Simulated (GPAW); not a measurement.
Input of a GPAW 26.7.0 run:

File run.py:

```python
from ase import Atoms
from ase.dft.bandgap import bandgap
from ase.io import write
from ase.units import GPa
from ase.parallel import parprint
from gpaw import GPAW, PW

atoms = Atoms(['Ba', 'Ba', 'V', 'V', 'V', 'Tl', 'Tl', 'Tl', 'Tl', 'Tl', 'O', 'O', 'O', 'O', 'O', 'O', 'O', 'O', 'O', 'O', 'O', 'O'],
              cell=[[4.2369789974, 2.4462209647, 6.1284],
                    [-4.2369789974, 2.4462209647, 6.1284],
                    [0.0, -4.8924419294, 6.1284]],
              scaled_positions=[[0.5, 0.5, 0.5],
                                [0.0, 0.0, 0.0],
                                [0.5, 0.5, 0.0],
                                [0.0, 0.5, 0.5],
                                [0.5, 0.0, 0.5],
                                [0.0, 0.0, 0.5],
                                [0.5, 0.0, 0.0],
                                [0.0, 0.5, 0.0],
                                [0.74045, 0.74045, 0.74045],
                                [0.25955, 0.25955, 0.25955],
                                [0.71652, 0.08089, 0.41242],
                                [0.41242, 0.71652, 0.08089],
                                [0.08089, 0.41242, 0.71652],
                                [0.58758, 0.91911, 0.28348],
                                [0.91911, 0.28348, 0.58758],
                                [0.28348, 0.58758, 0.91911],
                                [0.28348, 0.91911, 0.58758],
                                [0.58758, 0.28348, 0.91911],
                                [0.91911, 0.58758, 0.28348],
                                [0.41242, 0.08089, 0.71652],
                                [0.08089, 0.71652, 0.41242],
                                [0.71652, 0.41242, 0.08089]],
              pbc=True)
atoms.set_initial_magnetic_moments([0.0, 0.0, 2.0, 2.0, 2.0, 0.0, 0.0, 0.0, 0.0, 0.0, 0.0, 0.0, 0.0, 0.0, 0.0, 0.0, 0.0, 0.0, 0.0, 0.0, 0.0, 0.0])

calc = GPAW(mode=PW(800),
            xc='PBE',
            kpts={'size': (3, 3, 3), 'gamma': True},
            occupations={'name': 'fermi-dirac', 'width': 0.05},
            setups={'V': ':d,4.0'},
            nbands=153,
            convergence={'density': 1e-05, 'energy': 1e-05},
            maxiter=150,
            txt='gpaw.txt')
atoms.calc = calc
energy = atoms.get_potential_energy()
forces = atoms.get_forces()
stress = atoms.get_stress()
calc.write('gs.gpw')
write('result.traj', atoms)
parprint(f'Energy: {energy:.6f} eV')
parprint('Forces (eV/A):')
parprint(forces.round(4))
parprint('Stress (GPa):', (stress / GPa).round(3))
parprint('Moments:', calc.get_magnetic_moments().round(3))
parprint('Fermi level:', round(calc.get_fermi_level(), 4), 'eV')
parprint(f'Gap: {bandgap(calc)[0]:.4f} eV, direct: {bandgap(calc, direct=True)[0]:.4f} eV')

path = atoms.cell.bandpath('GLB1,BZGX,QFP1Z,LP', npoints=60, eps=1e-4)
bs_calc = calc.fixed_density(kpts=path, symmetry='off', nbands=225,
                             convergence={'bands': 'CBM+6.0', 'eigenstates': 1e-6}, txt='bands.txt')
bs = bs_calc.band_structure()
bs.write('bs.json')
parprint(f'Gap on the path: {bandgap(bs_calc)[0]:.4f} eV')
```

Potentials or basis: GPAW PAW data sets (gpaw-data 1.2.1), pw.

Command:

```bash
$ OMP_NUM_THREADS=1 mpirun -n 8 gpaw python run.py
```

(1) What does it give for the site moments?

(2) Estimate the largest force.

(3) Estimate the pressure.

## Answers

(1) Ba -0.00; V +0.72; Tl -0.01; O -0.04 μB.

(2) 0.861 eV/Å.

(3) 2.1 GPa.

Caveat: spin-orbit coupling is left out, which moves the levels of the heavy elements.
